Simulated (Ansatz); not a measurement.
# F5Si: the cost of one run

All numbers are computed with Ansatz 0.2.0, driven from Python. Level of theory: r2SCAN/def2-SVP.

## (1) The system

Bond lengths: F1–Si2 1.622 Å, Si2–F3 1.622 Å, Si2–F4 1.621 Å, Si2–F5 1.599 Å, Si2–F6 1.621 Å. Angles: F1–Si2–F3 83.3°, F1–Si2–F4 83.3°, F1–Si2–F5 109.9°, F1–Si2–F6 140.2°, F3–Si2–F4 140.2°, F3–Si2–F5 109.9°, F3–Si2–F6 83.3°, F4–Si2–F5 109.9°, F4–Si2–F6 83.3°, F5–Si2–F6 109.9°.

No structure file is read: the coordinates are typed or built in the script.

## (2) Script

freq.py

```python
import itertools

import ansatz as az
from ase.data import atomic_numbers, covalent_radii
import numpy as np

BASIS = "def2-SVP"
XC = "r2SCAN"
NET_CHARGE = -1

GEOMETRY = """
F    -0.93510   -1.13290   -0.60790
Si   -0.03020    0.08760   -0.04150
F     1.12170   -0.59010   -0.95980
F    -0.85350   -0.18740    1.32810
F    -0.50620    1.46750   -0.69530
F     1.20330    0.35540    0.97630
"""

system = az.Crystal.molecule()
for line in GEOMETRY.strip().splitlines():
    symbol, *xyz = line.split()
    system = system.atom(symbol, [float(v) for v in xyz])

job = (
    system.calculation()
    .basis(gaussian=BASIS)
    .functional(XC)
    .charge(NET_CHARGE)
)
symbols = [site.symbol for site in system.cartesian_sites]
start = np.array([site.position_ang for site in system.cartesian_sites], dtype=float)
r = job.relax(force_tolerance=0.003).run(threads=1).report
end = np.array(r["positions_ang"])

radius = [covalent_radii[atomic_numbers[s]] for s in symbols]
span = lambda where, i, j: np.linalg.norm(where[i] - where[j])
bonded = [(i, j) for i, j in itertools.combinations(range(len(symbols)), 2) if min(span(start, i, j), span(end, i, j)) < 1.2 * (radius[i] + radius[j])]
print("pair        before    after (A)")
for i, j in bonded:
    print(f"{symbols[i]}{i}-{symbols[j]}{j}".ljust(10), f"{span(start, i, j):8.4f} {span(end, i, j):8.4f}")

minimum = az.Crystal.molecule()
for symbol, place in zip(symbols, end):
    minimum = minimum.atom(symbol, place.tolist())
vibrating = (
    minimum.calculation()
    .basis(gaussian=BASIS)
    .functional(XC)
    .charge(NET_CHARGE)
    .phonons(temperatures=(200, 600, 100))
)
vib = vibrating.run(threads=1).report["vibrations"]
sums = vib["harmonic_sums"]
modes = [m["omega_inv_cm"] for m in sums["modes_at_gamma"] if m["rigid_motion"] == "no"]
for number, w in enumerate(modes, start=1):
    print(f"mode {number:2d} {w:9.1f} 1/cm {w / 8065.544 * 1000:8.2f} meV")
print("imaginary modes:", sum(w < 0 for w in modes), " zero-point energy:", round(sums["zero_point_energy_ev"], 4), "eV")
print("T (K)   F_vib (eV)   S_vib (meV/K)   C_vib (meV/K)")
for row in zip(sums["temperatures_k"], sums["vibrational_free_energy_ev"], vib["entropy_ev_per_k"], vib["heat_capacity_ev_per_k"]):
    print(f"{row[0]:6.1f} {row[1]:11.4f} {1000 * row[2]:13.4f} {1000 * row[3]:15.4f}")
```

## (3) Launch

Launch:

```bash
$ python freq.py
```

**Question.** How long does this script take on 1 thread of Arm Neoverse V2, shared host, and how much memory does it need?

About 2.9 min, with a peak of 0.22 GiB.
